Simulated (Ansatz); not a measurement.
# TiSiH₃+ (triplet): the correlation ladder, def2-SVP

One table from this session's results is given with a row withheld; the runs are named, their logs left out.

Program: Ansatz 0.2.0, Gaussian basis. Level of theory: def2-SVP, core rule «outside noble gas», up to 14 orbitals frozen. These are calculated values, not measurements.

Plan: UHF; CCSD(T) on ROHF; CCSD(T) on UHF; CISD; CCSDT(Q) on ROHF; CCSDT(Q) on UHF; CASSCF and NEVPT2, 10 electrons in 10 orbitals.

7 further runs of the same task are left out: 3 that didn't finish, 4 set aside as unsound or not needed.

### The system

The geometry is a PBE0/def2-TZVP stationary point (not a proven minimum) of the parent state, kept for this charge and spin.

5 atoms, charge 1, spin multiplicity 3.

Atoms are counted from 1 here; the program's logs count them from 0.

Bond lengths: Ti1–Si2 2.159 Å, Ti1–H3 1.830 Å, Ti1–H5 1.830 Å, Si2–H3 1.653 Å, Si2–H4 1.477 Å, Si2–H5 1.653 Å. Angles: Si2–Ti1–H3 48.1°, Si2–Ti1–H5 48.1°, H3–Ti1–H5 89.4°, Ti1–Si2–H3 55.5°, Ti1–Si2–H4 155.7°, Ti1–Si2–H5 55.5°, H3–Si2–H4 113.9°, H3–Si2–H5 102.3°, H4–Si2–H5 113.9°, Ti1–H3–Si2 76.4°, Ti1–H5–Si2 76.4°.

Set-up of the first run:

in.yaml

```yaml
crystal:
  periodic: [false, false, false]
  atoms:
    - {symbol: Ti, position_ang: [-0.014158, 0.000000, 0.843664]}
    - {symbol: Si, position_ang: [0.070970, 0.000000, -1.313265]}
    - {symbol: H, position_ang: [-0.411098, 1.287194, -0.395178]}
    - {symbol: H, position_ang: [-0.482980, 0.000001, -2.682032]}
    - {symbol: H, position_ang: [-0.411099, -1.287194, -0.395179]}
basis:
  gaussian: {orbitals: def2-SVP}
total_charge: 1
magnetization: {spin_polarized: true, initial_magnetization: 2}
hamiltonian: {xc: hf}
output: {orbitals: {seedname: orbitals}}
```

Launch:

```bash
ansatz run in.yaml --threads 1 --pin off --events-out ev --progress --plain --max-ram 2393MiB
```

Steps of the session up to this table: UHF; CCSD(T) on ROHF; CCSD(T) on UHF; CISD; CCSDT(Q) on ROHF; CCSDT(Q) on UHF; CASSCF and NEVPT2, 10 electrons in 10 orbitals.

One of the session's tables, all rows but one given; the rest of the session is left out.

| method | from RCCSDT(Q) (kJ/mol) |
| --- | --- |
| ROHF | +539.4 |
| UHF | +523.4 |
| RMP2 | +138.9 |
| UMP2 | +134.9 |
| RCCSD | +31.2 |
| UCCSD | +25.2 |
| RCCSD(T) | +7.6 |
| UCCSD(T) | +3.6 |
| RCCSDT | +1.4 |
| UCCSDT | ? |
| RCCSDT(Q) | 0 |
| UCCSDT(Q) | -5.4 |
| CASSCF frontier | +362.1 |
| NEVPT2 frontier | +115.6 |

Estimate the missing values for UCCSDT.

The run gave: from RCCSDT(Q) (kJ/mol): -3.6. In the column «from RCCSDT(Q) (kJ/mol)» it lies between UCCSDT(Q) (-5.4) and RCCSDT(Q) (0).

Not comparable, so not listed: CISD (they don't share determinant, frozen orbitals or solution with the rows shown, or repeat one).

Caveats from the session: Warnings: spin contamination; large T1 diagnostic. Restricted and unrestricted rows rest on different reference determinants; where their highest levels disagree by more than a few hundredths of an eV, they describe different states and don't form one ladder.
